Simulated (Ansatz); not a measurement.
# FH3InNS: how energies converge with the basis set

How large a basis does FH3InNS need? Two functionals are run in growing sets.

Program: Ansatz 0.2.0, Gaussian basis. Level of theory: one geometry, several basis sets. These are calculated values, not measurements.

Levels to be run: PBE0-D4/def2-SVP; ωB97M-V/def2-SVP; PBE0-D4/def2-QZVPP; ωB97M-V/def2-QZVPP; the functionals' def2-TZVPP values are taken from earlier runs.

1 further run of the same task is left out (for a known fault of the program).

## (1) Structure used throughout

An earlier PBE0-D4 in a triple-zeta def2 set relaxation fixed the geometry. In takes the def2 core potential; no spin-orbit term is included.

SMILES `[NH2][In]([F])[SH]`, 7 atoms, charge 0, spin multiplicity 1.

Atoms are counted from 1 here; the program's logs count them from 0.

Bond lengths: N1–In2 2.006 Å, N1–H5 1.010 Å, N1–H6 1.011 Å, In2–F3 1.950 Å, In2–S4 2.358 Å, S4–H7 1.344 Å. Angles: In2–N1–H5 116.7°, In2–N1–H6 114.0°, H5–N1–H6 109.2°, N1–In2–F3 112.9°, N1–In2–S4 133.0°, F3–In2–S4 113.8°, In2–S4–H7 93.1°.

## (2) PBE0-D4 in def2-SVP

File in.yaml:

```yaml
crystal:
  periodic: [false, false, false]
  atoms:
    - {symbol: N, position_ang: [0.915242, 1.164517, 0.241604]}
    - {symbol: In, position_ang: [0.060770, -0.648631, 0.156323]}
    - {symbol: F, position_ang: [1.227848, -2.069565, 0.806875]}
    - {symbol: S, position_ang: [-2.121591, -1.374242, -0.364353]}
    - {symbol: H, position_ang: [0.587356, 1.852664, -0.421069]}
    - {symbol: H, position_ang: [1.926149, 1.144606, 0.226691]}
    - {symbol: H, position_ang: [-2.534474, -0.137449, -0.691770]}
basis:
  gaussian: {orbitals: def2-SVP}
hamiltonian: {xc: pbe0, dispersion: d4}
output: {orbitals: {seedname: orbitals}}
```

Launch:

```
$ ansatz run in.yaml --threads 2 --pin off --events-out ev --progress --plain --max-ram 32768MiB --backend cpu
```

The runs that follow: ωB97M-V in def2-SVP; PBE0-D4 in def2-QZVPP; ωB97M-V in def2-QZVPP.

**Question.** What will the summary of the whole plan be? Wanted: PBE0-D4: double and triple zeta above quadruple; ωB97M-V: double and triple zeta above quadruple.

As calculated:

| quantity | value |
| --- | --- |
| PBE0-D4: double and triple zeta above quadruple | 10.20, 0.64 eV |
| ωB97M-V: double and triple zeta above quadruple | 10.29, 0.61 eV |

For PBE0-D4 the step from double to triple zeta gains 9.56 eV and the next only 0.64 eV. These are total energies; as a rule much of such shifts cancels in differences, which this series doesn't test.
